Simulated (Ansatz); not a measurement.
What does this script print? It uses the Ansatz DFT code, driven from Python.

`run_transition.py`:
```python
"""Pressure at which two phases of Os cross."""

import ansatz
import numpy as np
from tabulate import tabulate

config = {
    "xc": "lda",
    "beta": 0.6,
    "cutoff": 500,
    "k_spacing": 0.3,
    "smearing": "fermi_dirac",
    "width_ev": 0.05,
}


def fcc(first, a):
    return (
        ansatz.Lattice.fcc(a)
        .space_group(225)
        .atom(first, (0, 0, 0))
        .primitive()
    )


def hcp(a_site, a):
    return (
        ansatz.Lattice.from_parameters(a, a, 1.633 * a, alpha=90, beta=90, gamma=120)
        .space_group(194)
        .atom(a_site, (1 / 3, 2 / 3, 0.25))
    )


def compute(name, crystal, pressure=0.0):
    calc = (
        crystal.calculation()
        .functional(config["xc"])
        .accuracy("low")
        .mixing("anderson", ndim=4, beta=config["beta"])
        .basis(config["cutoff"])
        .kpoints(spacing=config["k_spacing"])
        .occupations(config["smearing"], width=config["width_ev"])
    )
    calc = calc.relax(force_tolerance=0.02, cell=True, pressure=pressure)
    return calc.run()


def volume_per_atom(outcome):
    return abs(np.linalg.det(outcome.lattice.cell_ang)) / len(outcome.lattice.sites)


def main() -> None:
    phases = {}
    phases["fcc"] = fcc("Os", 3.82)
    phases["hcp"] = hcp("Os", 2.7)

    # H = E + PV, with 1 eV per cubic angstrom equal to 160.2 GPa
    pressures = [0, 5, 10, 20]
    enthalpy, volume = {name: [] for name in phases}, {name: [] for name in phases}
    for p in pressures:
        for name, crystal in phases.items():
            o = compute(name, crystal, pressure=p)
            volume[name].append(volume_per_atom(o))
            enthalpy[name].append(o.report["energy_sigma0_ev"] / len(o.lattice.sites) + p * volume[name][-1] / 160.21766)
    gap = np.array(enthalpy["hcp"]) - np.array(enthalpy["fcc"])
    rows = [(p, va, vb, 1000 * d) for p, va, vb, d in zip(pressures, volume["fcc"], volume["hcp"], gap)]
    print(tabulate(rows, headers=["P (GPa)", "V fcc (A^3/atom)", "V hcp (A^3/atom)", "H(hcp) - H(fcc) (meV/atom)"], floatfmt=".4f", tablefmt="rst"))
    crossings = [p0 - g0 * (p1 - p0) / (g1 - g0) for p0, p1, g0, g1 in zip(pressures, pressures[1:], gap, gap[1:]) if g0 * g1 < 0]
    print("crossing near", [round(float(p), 1) for p in crossings], "GPa") if crossings else print("no crossing in this range")


if __name__ == "__main__":
    main()
```

Output of `python run_transition.py`:
```text
=========  ==================  ==================  ============================
  P (GPa)    V fcc (A^3/atom)    V hcp (A^3/atom)    H(hcp) - H(fcc) (meV/atom)
=========  ==================  ==================  ============================
        0             13.7637             13.6863                     -197.9204
        5             13.6107             13.5394                     -200.1859
       10             13.4682             13.4001                     -202.3403
       20             13.2057             13.1436                     -206.3679
=========  ==================  ==================  ============================
no crossing in this range
```

Reading the output:
- The settings weren't tested for convergence.
- No spin polarisation was allowed.
- At a fixed pressure a relaxation lowers the enthalpy F + PV, while F alone can rise.
- For the metals among these phases the mesh is modest: differences between phases can be off by up to 40 meV an atom.
- Spin-orbit coupling, which matters for elements this heavy, is left out.
- Only these two structures are compared, at zero temperature and with their symmetry kept; either may be hypothetical, and another phase may be lower than both. Differences under about 40 meV an atom lie within the error of mesh and functional.
- The cells are prototypes set up for this calculation and needn't exist.
- Hardware and time: 35 s on 1 thread of Arm Neoverse V1, with other jobs on the host, peak memory 0.37 GiB.
